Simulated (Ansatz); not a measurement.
# CH3BOSeTe: rotation by 180° about the C2–B3 bond

Aim: the minimum-energy path and barrier of the rotation by 180° about the C2–B3 bond. The ends are relaxed first, then joined by a nudged elastic band. SMILES of the start: O=CB([SeH])[TeH].

Program: Ansatz 0.2.0. Level of theory: RKS PBE0-D4/def2-SVP. These are calculated values, not measurements.

## 1. The starting structure

Bond lengths: O1–C2 1.259 Å, C2–B3 1.583 Å, B3–Se4 2.005 Å, B3–Te5 2.214 Å, C2–H6 1.103 Å, Se4–H7 1.580 Å, Te5–H8 1.711 Å. Angles: O1–C2–B3 120.2°, O1–C2–H6 120.2°, B3–C2–H6 119.5°, C2–B3–Se4 118.5°, C2–B3–Te5 120.4°, Se4–B3–Te5 121.0°, B3–Se4–H7 87.4°, B3–Te5–H8 87.9°.

Coordinates:

```xyz
8

O     0.9676   -0.2940    2.0521
C     0.8395    0.4503    1.0451
B     0.2879   -0.1391   -0.3161
Se    0.2641    1.0468   -1.9322
Te   -0.3036   -2.2681   -0.4559
H     1.1395    1.5109    1.0968
H    -1.2184    1.4289   -1.5402
H    -1.8844   -1.7929   -0.0054
```

## 2. Relaxing end A

The input, input.yaml:

```yaml
crystal:
  periodic: [false, false, false]
  atoms:
    - { symbol: O, position_ang: [0.9676, -0.294, 2.0521] }
    - { symbol: C, position_ang: [0.8395, 0.4503, 1.0451] }
    - { symbol: B, position_ang: [0.2879, -0.1391, -0.3161] }
    - { symbol: Se, position_ang: [0.2641, 1.0468, -1.9322] }
    - { symbol: Te, position_ang: [-0.3036, -2.2681, -0.4559] }
    - { symbol: H, position_ang: [1.1395, 1.5109, 1.0968] }
    - { symbol: H, position_ang: [-1.2184, 1.4289, -1.5402] }
    - { symbol: H, position_ang: [-1.8844, -1.7929, -0.0054] }
basis:
  gaussian: { orbitals: def2-SVP }
hamiltonian:
  xc: pbe0
  dispersion: d4
relax:
  f_tol: 0.015
  max_steps: 40
```

Launch:

```bash
> ansatz run input.yaml --threads 2 --pin off --max-ram 3072MiB --backend cpu --events-out ev --progress --plain --runs-dir out
```

The log of the run (excerpt; [...] marks lines left out):

```text
Warning: RAYON_NUM_THREADS=2 ignored (pool sized by the plan → 2); use --threads N
[...]
Functional definition: PBE0
[...]
1343 factors; integrals over basis functions are off by at most 3.3e-4 eV
[...]
mean field -76427.87355546 eV, -2808.6725484898 hartree, gradient 7.5e-5 eV, S^2 0.000000; 0 other end points of the search recorded, 0 dependent functions left out
[...]
reference -76427.87357861 eV, -2808.6725493406 hartree; 40, 40 occupied and 75, 75 virtual orbitals, 1343 factors
relax step   1: F+E_penalty+E_count = -76428.09113805 eV  Δ(F+E_penalty+E_count) = +0.000e0 eV  max|allowed force component| = 3.023e0 eV/Å  Δτ_max = 0.0000 Å  (36 SCF iters, accepted)
[...]
relax step   3: F+E_penalty+E_count = -76428.11374447 eV  Δ(F+E_penalty+E_count) = +1.916e-1 eV  max|allowed force component| = 2.821e0 eV/Å  Δτ_max = 0.1935 Å  (41 SCF iters, rejected (line search))
[...]
relax step   5: F+E_penalty+E_count = -76428.44273769 eV  Δ(F+E_penalty+E_count) = -7.487e-2 eV  max|allowed force component| = 5.629e-1 eV/Å  Δτ_max = 0.0978 Å  (35 SCF iters, accepted)
[...]
relax step   7: F+E_penalty+E_count = -76428.71148214 eV  Δ(F+E_penalty+E_count) = -1.494e-1 eV  max|allowed force component| = 1.073e0 eV/Å  Δτ_max = 0.2000 Å  (36 SCF iters, accepted)
[...]
relax step   9: F+E_penalty+E_count = -76429.12602952 eV  Δ(F+E_penalty+E_count) = -2.204e-1 eV  max|allowed force component| = 8.734e-1 eV/Å  Δτ_max = 0.1912 Å  (36 SCF iters, accepted)
[...]
relax step  10: F+E_penalty+E_count = -76429.30847189 eV  Δ(F+E_penalty+E_count) = -1.824e-1 eV  max|allowed force component| = 8.564e-1 eV/Å  Δτ_max = 0.1952 Å  (33 SCF iters, accepted)
[...]
relax step  11: F+E_penalty+E_count = -76429.42778170 eV  Δ(F+E_penalty+E_count) = -1.193e-1 eV  max|allowed force component| = 1.087e0 eV/Å  Δτ_max = 0.1990 Å  (33 SCF iters, accepted)
[...]
1343 factors; integrals over basis functions are off by at most 3.8e-4 eV
[...]
```

## 3. The log goes on: end point A relaxed

The log, continued (excerpt; [...] marks lines left out):

```text
mean field -76429.34988192 eV, -2808.7268024864 hartree, gradient 1.1e-5 eV, S^2 0.000000; 0 other end points of the search recorded, 0 dependent functions left out
[...]
reference -76429.34990426 eV, -2808.7268033077 hartree; 40, 40 occupied and 75, 75 virtual orbitals, 1343 factors
relax step  12: F+E_penalty+E_count = -76429.57054801 eV  Δ(F+E_penalty+E_count) = -1.428e-1 eV  max|allowed force component| = 1.184e0 eV/Å  Δτ_max = 0.1948 Å  (35 SCF iters, accepted)
[...]
relax step  18: F+E_penalty+E_count = -76429.82894821 eV  Δ(F+E_penalty+E_count) = -6.470e-4 eV  max|allowed force component| = 1.029e-1 eV/Å  Δτ_max = 0.0100 Å  (36 SCF iters, accepted)
[...]
relax step  19: F+E_penalty+E_count = -76429.82943831 eV  Δ(F+E_penalty+E_count) = -4.901e-4 eV  max|allowed force component| = 8.862e-3 eV/Å  Δτ_max = 0.0061 Å  (37 SCF iters, accepted)
[...]
reference -76429.60730168 eV, -2808.7362624883 hartree; 40, 40 occupied and 75, 75 virtual orbitals, 1343 factors
Total energy: -76429.82946033 eV, -2808.7444266680 hartree
Atom 0 at     0.640777    -0.505538     1.979085 Å, force     0.002509    -0.004443     0.008862 eV/Å
Atom 1 at     0.674233     0.300736     1.079331 Å, force    -0.003447    -0.003872    -0.005012 eV/Å
Atom 2 at    -0.070594     0.112821    -0.332871 Å, force    -0.001136     0.001938    -0.000008 eV/Å
Atom 3 at     0.166606     1.576601    -1.554729 Å, force    -0.001621    -0.000261    -0.003220 eV/Å
Atom 4 at    -1.183798    -1.666590    -0.655712 Å, force     0.000198     0.000294     0.000029 eV/Å
Atom 5 at     1.259804     1.251386     1.221226 Å, force     0.003760     0.006485     0.001811 eV/Å
Atom 6 at    -0.632763     1.044555    -2.668752 Å, force     0.000763     0.000946    -0.001698 eV/Å
Atom 7 at    -0.762065    -2.171171     0.876622 Å, force    -0.001027    -0.001086    -0.000765 eV/Å
Dipole moment:    -0.107930     0.146730    -0.414971 e Å
```

Wall time 93 s (2 threads of Arm Neoverse V1, shared host); peak memory 0.32 GiB.

Step by step:

| step | energy from step 1 (eV) | largest force component (eV/Å) |
| --- | --- | --- |
| 1 | 0.0000 | 3.0227 |
| 2 | -0.2142 | 1.2832 |
| 3x | -0.0226 | 2.8210 |
| 4 | -0.2767 | 0.9098 |
| 5 | -0.3516 | 0.5629 |
| 6 | -0.4710 | 0.6957 |
| 7 | -0.6203 | 1.0727 |
| 8 | -0.8145 | 0.9032 |
| 9 | -1.0349 | 0.8734 |
| 10 | -1.2173 | 0.8564 |
| 11 | -1.3366 | 1.0873 |
| 12 | -1.4794 | 1.1836 |
| 13 | -1.5968 | 0.7525 |
| 14 | -1.7061 | 0.4207 |
| 15x | -1.7028 | 0.8994 |
| 16 | -1.7368 | 0.0685 |
| 17 | -1.7372 | 0.1389 |
| 18 | -1.7378 | 0.1029 |
| 19 | -1.7383 | 0.0089 |

Step 1 is the start. 2 steps were tried and not accepted (marked x).

After: Bond lengths: O1–C2 1.209 Å, C2–B3 1.608 Å, B3–Se4 1.921 Å, B3–Te5 2.124 Å, C2–H6 1.126 Å, Se4–H7 1.471 Å, Te5–H8 1.667 Å. Angles: O1–C2–B3 124.3°, O1–C2–H6 118.9°, B3–C2–H6 116.8°, C2–B3–Se4 114.4°, C2–B3–Te5 118.3°, Se4–B3–Te5 127.3°, B3–Se4–H7 98.0°, B3–Te5–H8 88.9°.

## 4. End point B

The second end starts from a geometry with the move made by hand.

The input, input.yaml:

```yaml
crystal:
  periodic: [false, false, false]
  atoms:
    - { symbol: O, position_ang: [0.9676, -0.294, 2.0521] }
    - { symbol: C, position_ang: [0.8395, 0.4503, 1.0451] }
    - { symbol: B, position_ang: [0.2879, -0.1391, -0.3161] }
    - { symbol: Se, position_ang: [-0.35519, -2.03759, -0.3457] }
    - { symbol: Te, position_ang: [0.09913, 1.15616, -2.1018] }
    - { symbol: H, position_ang: [1.1395, 1.5109, 1.0968] }
    - { symbol: H, position_ang: [1.10135, -2.44743, -0.80178] }
    - { symbol: H, position_ang: [1.68932, 0.691, -2.52911] }
basis:
  gaussian: { orbitals: def2-SVP }
hamiltonian:
  xc: pbe0
  dispersion: d4
relax:
  f_tol: 0.015
  max_steps: 40
output:
  orbitals: {}
```

Launch:

```bash
> ansatz run input.yaml --threads 2 --pin off --max-ram 3072MiB --backend cpu --events-out ev --progress --plain --runs-dir out
```

The log of the run (excerpt; [...] marks lines left out):

```text
Warning: RAYON_NUM_THREADS=2 ignored (pool sized by the plan → 2); use --threads N
[...]
[... 1 set-up line as earlier in the session ...]
[...]
1343 factors; integrals over basis functions are off by at most 3.3e-4 eV
[...]
mean field -76427.86082476 eV, -2808.6720806452 hartree, gradient 5.3e-5 eV, S^2 0.000000; 0 other end points of the search recorded, 0 dependent functions left out
[...]
reference -76427.86084772 eV, -2808.6720814891 hartree; 40, 40 occupied and 75, 75 virtual orbitals, 1343 factors
relax step   1: F+E_penalty+E_count = -76428.07783731 eV  Δ(F+E_penalty+E_count) = +0.000e0 eV  max|allowed force component| = 2.989e0 eV/Å  Δτ_max = 0.0000 Å  (35 SCF iters, accepted)
[...]
relax step   5: F+E_penalty+E_count = -76428.61837766 eV  Δ(F+E_penalty+E_count) = -1.492e-1 eV  max|allowed force component| = 8.380e-1 eV/Å  Δτ_max = 0.1950 Å  (36 SCF iters, accepted)
[...]
reference -76429.57881392 eV, -2808.7352155822 hartree; 40, 40 occupied and 75, 75 virtual orbitals, 1343 factors
Total energy: -76429.80087890 eV, -2808.7433763198 hartree
Atom 0 at     0.874606     0.043054     2.044612 Å, force    -0.004558    -0.011247    -0.005423 eV/Å
Atom 1 at     0.955754     0.471481     0.916998 Å, force     0.003354     0.011156     0.004420 eV/Å
Atom 2 at     0.620792    -0.442339    -0.357014 Å, force    -0.002416    -0.008109     0.003276 eV/Å
Atom 3 at     0.076237    -2.223799     0.095889 Å, force    -0.002934    -0.009203    -0.003068 eV/Å
Atom 4 at     0.802746     0.361118    -2.322781 Å, force     0.000581     0.001162     0.004748 eV/Å
Atom 5 at     1.273542     1.536877     0.747188 Å, force     0.005643     0.013772    -0.004410 eV/Å
Atom 6 at    -0.126754    -2.703154    -1.282656 Å, force     0.001745     0.004383     0.001857 eV/Å
Atom 7 at     1.292187     1.847001    -1.742727 Å, force    -0.001415    -0.001916    -0.001400 eV/Å
Dipole moment:     0.000868     0.081893    -0.567147 e Å
```

Wall time 87 s (2 threads of Arm Neoverse V1, shared host); peak memory 0.32 GiB.

The steps of the relaxation:

| step | energy from step 1 (eV) | largest force component (eV/Å) |
| --- | --- | --- |
| 1 | 0.0000 | 2.9892 |
| 2 | -0.1480 | 1.7686 |
| 3 | -0.2242 | 1.4428 |
| 4 | -0.3913 | 0.6051 |
| 5 | -0.5405 | 0.8380 |
| 6 | -0.7511 | 1.2602 |
| 7 | -0.9653 | 1.1631 |
| 8 | -1.1690 | 0.8435 |
| 9 | -1.3396 | 0.5901 |
| 10 | -1.4929 | 0.5385 |
| 11 | -1.6001 | 0.8571 |
| 12 | -1.6630 | 0.3538 |
| 13 | -1.6855 | 0.6628 |
| 14 | -1.7031 | 0.3811 |
| 15 | -1.7208 | 0.2379 |
| 16 | -1.7223 | 0.0651 |
| 17 | -1.7227 | 0.0583 |
| 18 | -1.7230 | 0.0138 |

Step 1 is the start.

After: Bond lengths: O1–C2 1.209 Å, C2–B3 1.603 Å, B3–Se4 1.917 Å, B3–Te5 2.131 Å, C2–H6 1.125 Å, Se4–H7 1.474 Å, Te5–H8 1.668 Å. Angles: O1–C2–B3 121.7°, O1–C2–H6 119.7°, B3–C2–H6 118.6°, C2–B3–Se4 113.7°, C2–B3–Te5 120.0°, Se4–B3–Te5 126.3°, B3–Se4–H7 96.9°, B3–Te5–H8 92.3°.

## 5. The band

crystal.atoms is end A as relaxed above, and neb.final_atoms is end B, turned to lie on A. With 7 inner images the band has 9 in all.

The input, input.yaml:

```yaml
crystal:
  periodic: [false, false, false]
  atoms:
    - { symbol: O, position_ang: [0.640777, -0.505538, 1.979085] }
    - { symbol: C, position_ang: [0.674233, 0.300736, 1.079331] }
    - { symbol: B, position_ang: [-0.070594, 0.112821, -0.332871] }
    - { symbol: Se, position_ang: [0.166606, 1.576601, -1.554729] }
    - { symbol: Te, position_ang: [-1.183798, -1.66659, -0.655712] }
    - { symbol: H, position_ang: [1.259804, 1.251386, 1.221226] }
    - { symbol: H, position_ang: [-0.632763, 1.044555, -2.668752] }
    - { symbol: H, position_ang: [-0.762065, -2.171171, 0.876622] }
basis:
  gaussian: { orbitals: def2-SVP }
hamiltonian:
  xc: pbe0
  dispersion: d4
neb:
  order_check: false
  images: 7
  f_tol: 0.05
  max_iterations: 41
  initial_path: idpp
  final_atoms:
    - { symbol: O, position_ang: [1.32193152, 1.3132914, 1.33622216] }
    - { symbol: C, position_ang: [0.68567949, 0.31535349, 1.08933896] }
    - { symbol: B, position_ang: [-0.06098789, 0.11900594, -0.31576195] }
    - { symbol: Se, position_ang: [0.17823125, 1.5866637, -1.52572721] }
    - { symbol: Te, position_ang: [-1.1865868, -1.65256215, -0.68652318] }
    - { symbol: H, position_ang: [0.60971054, -0.50161364, 1.85855071] }
    - { symbol: H, position_ang: [-0.62256265, 1.03584859, -2.63329425] }
    - { symbol: H, position_ang: [-0.83321545, -2.27318733, 0.82139475] }
```

Launch:

```bash
> ansatz run input.yaml --threads 2 --pin off --max-ram 3072MiB --backend cpu --events-out ev --progress --plain --runs-dir out
```

The log of the run (excerpt; [...] marks lines left out):

```text
Warning: RAYON_NUM_THREADS=2 ignored (pool sized by the plan → 2); use --threads N
[...]
[... 1 set-up line as earlier in the session ...]
[...]
1345 factors; integrals over basis functions are off by at most 3.1e-4 eV
[...]
mean field -76429.60727995 eV, -2808.7362616896 hartree, gradient 6.0e-5 eV, S^2 0.000000; 0 other end points of the search recorded, 0 dependent functions left out
[...]
reference -76429.60730201 eV, -2808.7362625004 hartree; 40, 40 occupied and 75, 75 virtual orbitals, 1345 factors
1346 factors; integrals over basis functions are off by at most 5.2e-4 eV
[...]
mean field -76429.57881294 eV, -2808.7352155464 hartree, gradient 3.6e-5 eV, S^2 0.000000; 0 other end points of the search recorded, 0 dependent functions left out
[...]
reference -76429.57883499 eV, -2808.7352163566 hartree; 40, 40 occupied and 75, 75 virtual orbitals, 1346 factors
[...]
NEB iter   7: max|band force component| = 4.369e-2 eV/Å  barrier→ = 0.0853 eV  barrier← = 0.0567 eV  CI = image 3  Δτ_max = 0.0000 Å  (442 SCF iters)
Total energy: -76429.74415384 eV, -2808.7412917123 hartree
Atom 0 at     0.038881     0.198528     2.189831 Å, force     0.016762    -0.000969     0.004648 eV/Å
Atom 1 at     0.617585     0.342967     1.138144 Å, force    -0.015621    -0.002058    -0.021386 eV/Å
Atom 2 at    -0.095022     0.174939    -0.274224 Å, force     0.003003     0.004087    -0.012676 eV/Å
Atom 3 at    -0.357275     1.768873    -1.314316 Å, force     0.006899    -0.012063     0.000736 eV/Å
Atom 4 at    -0.640135    -1.780089    -0.936015 Å, force    -0.001611    -0.006530     0.006484 eV/Å
Atom 5 at     1.714719     0.605078     1.128072 Å, force    -0.002511     0.005300     0.023321 eV/Å
Atom 6 at    -1.002273     1.138374    -2.478734 Å, force    -0.006156     0.008151     0.001673 eV/Å
Atom 7 at    -0.184281    -2.505871     0.491443 Å, force    -0.000765     0.004081    -0.002800 eV/Å
Dipole moment:     0.092112    -0.093115    -0.529546 e Å
this run last wrote the band of iteration 7 to <dir>
```

It took 3.9 min on 2 threads of Arm Neoverse V1, shared host; peak memory 0.32 GiB.

## 6. The band, image by image

Images 0 and 8 are the ends. Energies count from image 0; the path length is the program's own measure over all atoms.

| image | path (Å) | energy (eV) | dihedral O1–C2–B3–Te5 (°) | band force (eV/Å) |
| --- | --- | --- | --- | --- |
| 0 | 0.000 | 0.0000 | 0 | - |
| 1 | 0.545 | 0.0248 | -24 | 0.021 |
| 2 | 1.089 | 0.0669 | -48 | 0.017 |
| 3* | 1.634 | 0.0853 | -72 | 0.024 |
| 4 | 2.145 | 0.0840 | -93 | 0.044 |
| 5 | 2.657 | 0.0778 | -113 | 0.042 |
| 6 | 3.168 | 0.0648 | -134 | 0.022 |
| 7 | 3.680 | 0.0424 | -156 | 0.012 |
| 8 | 4.191 | 0.0286 | -179 | - |

The star marks the climbing image.

image, energy (eV) and a bar:
```
        0      0.000 
        1      0.025 #########
        2      0.067 ########################
        3      0.085 ##############################
        4      0.084 ##############################
        5      0.078 ###########################
        6      0.065 #######################
        7      0.042 ###############
        8      0.029 ##########
```

The top of the band by iteration:

| iteration | highest image above image 0 (eV) | largest band force (eV/Å) |
| --- | --- | --- |
| 1 | 0.1517 | 0.636 |
| 2 | 0.1455 | 1.312 |
| 3 | 0.1462 | 1.210 |
| 4 | 0.0878 | 0.180 |
| 5 | 0.0861 | 0.120 |
| 6 | 0.0857 | 0.059 |
| 7 | 0.0853 | 0.044 |

The band as a trajectory file:

```xyz
8
image=0 dE=0.0000
O     0.641   -0.506    1.979
C     0.674    0.301    1.079
B    -0.071    0.113   -0.333
Se    0.167    1.577   -1.555
Te   -1.184   -1.667   -0.656
H     1.260    1.251    1.221
H    -0.633    1.045   -2.669
H    -0.762   -2.171    0.877
8
image=1 dE=0.0248
O     0.385   -0.317    2.086
C     0.664    0.318    1.096
B    -0.061    0.125   -0.321
Se    0.017    1.652   -1.486
Te   -0.990   -1.737   -0.757
H     1.471    1.102    1.154
H    -0.776    1.099   -2.595
H    -0.616   -2.300    0.766
8
image=2 dE=0.0669
O     0.180   -0.074    2.157
C     0.645    0.334    1.118
B    -0.072    0.151   -0.296
Se   -0.160    1.720   -1.406
Te   -0.812   -1.769   -0.850
H     1.630    0.881    1.125
H    -0.896    1.124   -2.533
H    -0.424   -2.425    0.630
8
image=3 dE=0.0853
O     0.039    0.199    2.190
C     0.618    0.343    1.138
B    -0.095    0.175   -0.274
Se   -0.357    1.769   -1.314
Te   -0.640   -1.780   -0.936
H     1.715    0.605    1.128
H    -1.002    1.138   -2.479
H    -0.184   -2.506    0.491
8
image=4 dE=0.0840
O    -0.038    0.462    2.185
C     0.585    0.344    1.155
B    -0.118    0.183   -0.260
Se   -0.539    1.790   -1.220
Te   -0.491   -1.782   -1.014
H     1.713    0.332    1.170
H    -1.111    1.158   -2.422
H     0.091   -2.543    0.350
8
image=5 dE=0.0778
O    -0.051    0.708    2.148
C     0.548    0.334    1.168
B    -0.141    0.181   -0.258
Se   -0.714    1.790   -1.126
Te   -0.345   -1.780   -1.086
H     1.639    0.053    1.241
H    -1.228    1.176   -2.362
H     0.383   -2.519    0.219
8
image=6 dE=0.0648
O    -0.003    0.947    2.071
C     0.522    0.324    1.178
B    -0.149    0.166   -0.262
Se   -0.884    1.763   -1.025
Te   -0.192   -1.768   -1.170
H     1.510   -0.189    1.354
H    -1.356    1.174   -2.290
H     0.644   -2.473    0.090
8
image=7 dE=0.0424
O     0.116    1.151    1.970
C     0.495    0.310    1.188
B    -0.162    0.146   -0.263
Se   -1.052    1.712   -0.918
Te   -0.023   -1.731   -1.268
H     1.326   -0.391    1.479
H    -1.472    1.154   -2.215
H     0.865   -2.409   -0.030
8
image=8 dE=0.0286
O     1.314    1.347    1.309
C     0.690    0.338    1.080
B    -0.065    0.114   -0.317
Se    0.144    1.570   -1.546
Te   -1.169   -1.677   -0.657
H     0.631   -0.470    1.860
H    -0.658    0.995   -2.641
H    -0.796   -2.274    0.856
```

## 7. Vibrations at the top

The geometry is the highest inner image of the first converged band.

The input, input.yaml:

```yaml
crystal:
  periodic: [false, false, false]
  atoms:
    - { symbol: O, position_ang: [0.038881, 0.198528, 2.189831] }
    - { symbol: C, position_ang: [0.617585, 0.342967, 1.138144] }
    - { symbol: B, position_ang: [-0.095022, 0.174939, -0.274224] }
    - { symbol: Se, position_ang: [-0.357275, 1.768873, -1.314316] }
    - { symbol: Te, position_ang: [-0.640135, -1.780089, -0.936015] }
    - { symbol: H, position_ang: [1.714719, 0.605078, 1.128072] }
    - { symbol: H, position_ang: [-1.002273, 1.138374, -2.478734] }
    - { symbol: H, position_ang: [-0.184281, -2.505871, 0.491443] }
basis:
  gaussian: { orbitals: def2-SVP }
hamiltonian:
  xc: pbe0
  dispersion: d4
phonons: {}
```

Launch:

```bash
> ansatz run input.yaml --threads 2 --pin off --max-ram 3072MiB --backend cpu --events-out ev --progress --plain --runs-dir out
```

The log of the run (excerpt; [...] marks lines left out):

```text
Warning: RAYON_NUM_THREADS=2 ignored (pool sized by the plan → 2); use --threads N
[...]
[... 1 set-up line as earlier in the session ...]
[...]
1342 factors; integrals over basis functions are off by at most 3.6e-4 eV
[...]
mean field -76429.52250483 eV, -2808.7331462616 hartree, gradient 3.9e-5 eV, S^2 0.000000; 0 other end points of the search recorded, 0 dependent functions left out
[...]
reference -76429.52252726 eV, -2808.7331470858 hartree; 40, 40 occupied and 75, 75 virtual orbitals, 1342 factors
[...]
1342 factors; integrals over basis functions are off by at most 3.6e-4 eV
mean field -76429.52247939 eV, -2808.7331453267 hartree, gradient 1.5e-6 eV, S^2 0.000000; 0 other end points of the search recorded, 0 dependent functions left out
[...]
reference -76429.52250182 eV, -2808.7331461509 hartree; 40, 40 occupied and 75, 75 virtual orbitals, 1342 factors
[...]
1342 factors; integrals over basis functions are off by at most 3.6e-4 eV
[...]
WARN: phonons: modes at or below zero, which the zero-point energy, F, S and C_V leave out: 1, the lowest at -49.21 cm⁻¹. A minimum has none, and a first-order saddle one
[...]
Total energy: -76429.74415808 eV, -2808.7412918682 hartree
Atom 0 at     0.038881     0.198528     2.189831 Å, force     0.016707    -0.001037     0.004792 eV/Å
Atom 1 at     0.617585     0.342967     1.138144 Å, force    -0.015490    -0.001996    -0.021525 eV/Å
Atom 2 at    -0.095022     0.174939    -0.274224 Å, force     0.002849     0.003720    -0.012610 eV/Å
Atom 3 at    -0.357275     1.768873    -1.314316 Å, force     0.006953    -0.011773     0.000626 eV/Å
Atom 4 at    -0.640135    -1.780089    -0.936015 Å, force    -0.001602    -0.006501     0.006415 eV/Å
Atom 5 at     1.714719     0.605078     1.128072 Å, force    -0.002550     0.005306     0.023314 eV/Å
Atom 6 at    -1.002273     1.138374    -2.478734 Å, force    -0.006135     0.008086     0.001730 eV/Å
Atom 7 at    -0.184281    -2.505871     0.491443 Å, force    -0.000731     0.004194    -0.002741 eV/Å
Dipole moment:     0.092109    -0.093114    -0.529552 e Å
Vibrations: -49.21 116.76 153.48 188.70 259.41 321.20 347.59 557.11 632.55 732.66 775.37 1005.03 1048.74 1402.68 1819.00 2148.76 2436.84 2835.52 cm⁻¹, zero-point energy 1.040314 eV
```

It took 2.3 min on 2 threads of Arm Neoverse V1, shared host; peak memory 0.32 GiB.

Of 18 modes, 1 is imaginary by more than 30 cm⁻¹ (49i cm⁻¹).

(Part 1 of 2 ends here.)
